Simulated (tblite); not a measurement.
# C12H9ClSe: the cost of one run

The runs use tblite 0.8.0 and PySCF 2.14.0, with density-fitted response routines of our own; the level of theory stands in each step. All values are computed, except where a source is named. Atoms are numbered from 0 throughout.

## 1. Starting geometry

23 atoms, charge 0, multiplicity 1; geometry from: force field or distance geometry start.

Bonds of the start (Å): Cl0–C1 1.76, C1–C2 1.37, C2–C3 1.40, C3–C4 1.39, C4–Se5 1.90, Se5–C6 1.91, C6–C7 1.38, C7–C8 1.39, C8–C9 1.39, C9–C10 1.39, C10–C11 1.39, C4–C12 1.38, C12–C13 1.38, C13–C1 1.40, C11–C6 1.41, C2–H14 1.10, C3–H15 1.08, C7–H16 1.08, C8–H17 1.09, C9–H18 1.09, C10–H19 1.09, C11–H20 1.07, C12–H21 1.10, C13–H22 1.06.

## 2. Geometry optimisation with GFN2-xTB

The job: settings as JSON, then the geometry in Å.

```
{"job": {"kind": "relax", "xc": "GFN2-xTB", "basis": "xTB"}, "charge": 0, "multiplicity": 1}
Cl     5.614000     1.032900     0.505500
C      4.033000     0.315300     0.195700
C      2.917200     1.097000     0.100700
C      1.665500     0.529000    -0.150000
C      1.500800    -0.843900    -0.272400
Se    -0.162500    -1.699500    -0.608500
C     -1.685300    -0.598700    -0.243800
C     -1.890700     0.627100    -0.841800
C     -3.020900     1.388200    -0.549500
C     -3.968400     0.946600     0.362000
C     -3.764700    -0.284600     0.971400
C     -2.640400    -1.058400     0.684100
C      2.635300    -1.616600    -0.159300
C      3.881400    -1.072400     0.063300
H      2.940700     2.193300     0.194900
H      0.816200     1.187000    -0.204200
H     -1.182000     1.010900    -1.562800
H     -3.132100     2.343900    -1.065500
H     -4.859100     1.526800     0.617900
H     -4.499400    -0.636200     1.700400
H     -2.535700    -1.996400     1.195800
H      2.565800    -2.709000    -0.270100
H      4.766300    -1.655400     0.165200
```

Command:

```
$ OMP_NUM_THREADS=2 python probes_run.py task.json out
```

The driver reads the jobs from task.json and runs them one after another.

Q: Estimate the wall time and peak memory of this first job on 2 threads of INTEL XEON PLATINUM 8581C at 2.30GHz, shared host.

About 2.1 s, with a peak of 0.18 GiB.
